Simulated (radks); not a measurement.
# The first electron to leave Ba

One table from this session's results is given with a row withheld; the runs are named, their logs left out.

The numbers are computed with radks (a radial shooting solver on a logarithmic mesh, Libxc functionals) version 1 (scalar-relativistic Kohn-Sham, PBE, spin-polarised, spherical densities, finite nucleus; open shells are filled with parallel spins first), except any that are marked as measured or tabulated.

3 further runs of the same task are left out: 3 set aside as unsound or not needed.

## The system

| Property | Result |
| --- | --- |
| element | barium (Z = 56) |
| charge | 0 |
| electrons | 56 |
| configuration | [Xe] 6s2 |
| nuclear rms radius | 4.8378 fm |

The outer shells:

Ba
```
[Xe] core
6s [↑↓]
```

The first run:

Settings of this run:

```text
Z 56
configuration [Xe] 6s2
relativity scalar-relativistic
functional pbe,pbe
spin polarised
nucleus finite rms 4.8378 fm
c 137.035999084
```

Among the steps run: The parent, Ba.

One table of the session follows, with a row left open; its other results are not shown here.

It belongs to the step «The parent, Ba». From the orbitals of this run (lengths in bohr):

```
level     <r>  outermost maximum (interpolated)  90 % within  nodes
   3p  0.2899                             0.261        0.435      1
   3d       ?                                 ?            ?      ?
   4s  0.6739                             0.625        0.969      3
   4p  0.7155                             0.654         1.04      2
   4d  0.8004                             0.695         1.21      1
   5s   1.639                              1.47         2.36      4
   5p   1.920                              1.67         2.81      3
   6s   4.790                              4.15         7.02      5
```

Estimate the missing values for 3d.

As computed: <r>: 0.2666; outermost maximum (interpolated): 0.215; 90 % within: 0.417; nodes: 0. In the column «<r>» it is the lowest.
